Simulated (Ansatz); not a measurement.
# BH3OSSi: the cost of one run

Program: Ansatz 0.2.0, Gaussian basis. Level of theory: unrestricted cation, the program's frozen cores in correlated methods. These are calculated values, not measurements.

The runs, in order: UKS PBE-D4/def2-TZVPP; UKS r2SCAN-D4/def2-TZVPP; UKS PBE0-D4/def2-TZVPP; UKS B3LYP-D4/def2-TZVPP; UKS wB97X-V/def2-TZVPP; UKS wB97M-V/def2-TZVPP; UKS B2PLYP/def2-TZVPP; UHF-CCSD(T)/def2-TZVPP; UHF-MP2/def2-QZVPP; extrapolation to the limit; then −ε(HOMO) from the neutral's earlier runs with LDA (SPW92), PBE-D4, revPBE-D4, BLYP-D4, r2SCAN-D4, B97M-V, PBE0-D4, B3LYP-D4, r2SCANh-D4, r2SCAN0-D4, HSE06-D4, BHLYP-D4, CAM-B3LYP-D4, LC-ωPBE, ωB97X-V, ωB97M-V.

## (1) The relaxed structure

All runs share one geometry, relaxed beforehand with PBE0-D4 in a triple-zeta def2 set.

SMILES `B1O[SiH2]S1`, 7 atoms, charge 0, spin multiplicity 1.

Atoms are counted from 1 here; the program's logs count them from 0.

Bond lengths: B1–O2 1.373 Å, B1–S4 1.847 Å, B1–H5 1.190 Å, O2–Si3 1.680 Å, Si3–S4 2.127 Å, Si3–H6 1.480 Å, Si3–H7 1.480 Å. Angles: O2–B1–S4 110.0°, O2–B1–H5 124.5°, S4–B1–H5 125.6°, B1–O2–Si3 94.2°, O2–Si3–S4 87.4°, O2–Si3–H6 112.1°, O2–Si3–H7 112.1°, S4–Si3–H6 116.2°, S4–Si3–H7 116.2°, H6–Si3–H7 110.9°, B1–S4–Si3 68.4°.

Geometry (Å):

```mol
BH3OSSi
  3D, bonds by distance, orders not assigned

  7  7  0  0  0  0  0  0  0  0999 V2000
   -1.0820    0.0820   -0.6795 B   0  0
    0.1870    0.5236   -0.9599 O   0  0
    0.8406   -0.0620    0.4724 Si  0  0
   -1.1056   -0.7686    0.9595 S   0  0
   -2.0211    0.2313   -1.3954 H   0  0
    1.3728    1.0236    1.3256 H   0  0
    1.8694   -1.0980    0.2316 H   0  0
  1  2  8  0
  2  3  8  0
  3  4  8  0
  1  5  8  0
  3  6  8  0
  3  7  8  0
  1  4  8  0
M  END
```

## (2) Cation, UKS PBE-D4/def2-TZVPP

in.yaml reads:

```yaml
crystal:
  periodic: [false, false, false]
  atoms:
    - {symbol: B, position_ang: [-1.081999, 0.082021, -0.679460]}
    - {symbol: O, position_ang: [0.186969, 0.523617, -0.959917]}
    - {symbol: Si, position_ang: [0.840556, -0.062007, 0.472434]}
    - {symbol: S, position_ang: [-1.105556, -0.768609, 0.959530]}
    - {symbol: H, position_ang: [-2.021085, 0.231349, -1.395353]}
    - {symbol: H, position_ang: [1.372835, 1.023587, 1.325563]}
    - {symbol: H, position_ang: [1.869380, -1.097958, 0.231603]}
basis:
  gaussian: {orbitals: def2-TZVPP}
total_charge: 1
magnetization: {spin_polarized: true, initial_magnetization: 1}
hamiltonian: {xc: pbe, dispersion: d4}
```

Launch:

```console
> ansatz run in.yaml --threads 2 --pin off --events-out ev --progress --plain --max-ram 4352MiB
```

**Question.** How long does this run take on 2 threads of Intel Xeon 6975P-C, shared host, and how much memory does it need?

About 5.5 s, with a peak of 0.48 GiB.
